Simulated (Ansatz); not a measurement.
# Al3GaSb4: the cost of one run

Computed with Ansatz 0.2.0 (DFT PBE, scalar-relativistic, plane waves, PAW, unless a step's input says otherwise).

1 further run of the same task is left out (set aside as unsound or not needed).

**1. The structure to begin with**

Symmetry: P-43m, No. 215, cubic system. The conventional cell has a = 6.225 Å, b = 6.225 Å, c = 6.225 Å, α = 90.00°, β = 90.00°, γ = 90.00°. Around Al (site symmetry -42m) lie 4 Sb at 2.70 Å. Around Ga (site symmetry -43m) lie 4 Sb at 2.70 Å. Sb (site symmetry 3m) is surrounded by 3 Al at 2.70 Å and 1 Ga at 2.70 Å.

Structure file:

```xyz
8
Lattice="6.2248 0.0000 0.0000 0.0000 6.2248 0.0000 0.0000 0.0000 6.2248" Properties=species:S:1:pos:R:3 pbc="T T T"
Al    3.1124    0.0000    0.0000
Al    0.0000    0.0000    3.1124
Al    0.0000    3.1124    0.0000
Ga    3.1124    3.1124    3.1124
Sb    1.5556    4.6692    1.5556
Sb    1.5556    1.5556    4.6692
Sb    4.6692    4.6692    4.6692
Sb    4.6692    1.5556    1.5556
```

The cell was relaxed beforehand at this level, from a generated guess; it is a trial structure. At a tolerance of 0.02 Å it has space group P-43m (No. 215); it has 30.15 Å³/atom, an uncorrected energy of -0.17 eV/atom over the elements.

**2. Bands, states and charges**

The input, input.yaml:

```yaml
crystal:
  lattice:
    - [6.224775, 0.0, 0.0]
    - [0.0, 6.224775, 0.0]
    - [0.0, 0.0, 6.224775]
  atoms:
    - { symbol: Al, position: [0.5, 0.0, 0.0] }
    - { symbol: Al, position: [0.0, 0.0, 0.5] }
    - { symbol: Al, position: [0.0, 0.5, 0.0] }
    - { symbol: Ga, position: [0.5, 0.5, 0.5] }
    - { symbol: Sb, position: [0.249905, 0.750095, 0.249905] }
    - { symbol: Sb, position: [0.249905, 0.249905, 0.750095] }
    - { symbol: Sb, position: [0.750095, 0.750095, 0.750095] }
    - { symbol: Sb, position: [0.750095, 0.249905, 0.249905] }
basis:
  ecutwfc: 420
kpoints:
  mp_grid: { grid: [6, 6, 6] }
  band_path:
    path:
      - [[0.0, 0.0, 0.0], [0.0, 0.5, 0.0], [0.5, 0.5, 0.0], [0.0, 0.0, 0.0], [0.5, 0.5, 0.5], [0.0, 0.5, 0.0]]
      - [[0.5, 0.5, 0.5], [0.5, 0.5, 0.0]]
    npoints: 14
hamiltonian:
  xc: pbe
scf:
  occupations: { method: gaussian, width: 0.02 }
  n_extra_bands: 20
output:
  forces: true
  stress: true
  eigenvalues: true
  populations: true
  dos: { projected: true, de: 0.02, nscf_kmesh: { grid: [9, 9, 9] } }
  bader: true
  write_density: true
  write_potential: true
  elf: true
  volumetric_format: npy
```

Run with:

```
$ ansatz run input.yaml --threads 4 --pin off --max-ram 8192MiB --backend cpu --events-out ev --progress --plain --runs-dir out
```

What time and memory should one allow on 4 threads of Intel Xeon 6975P-C (Granite Rapids), shared host?

About 37 s, with a peak of 1.2 GiB.
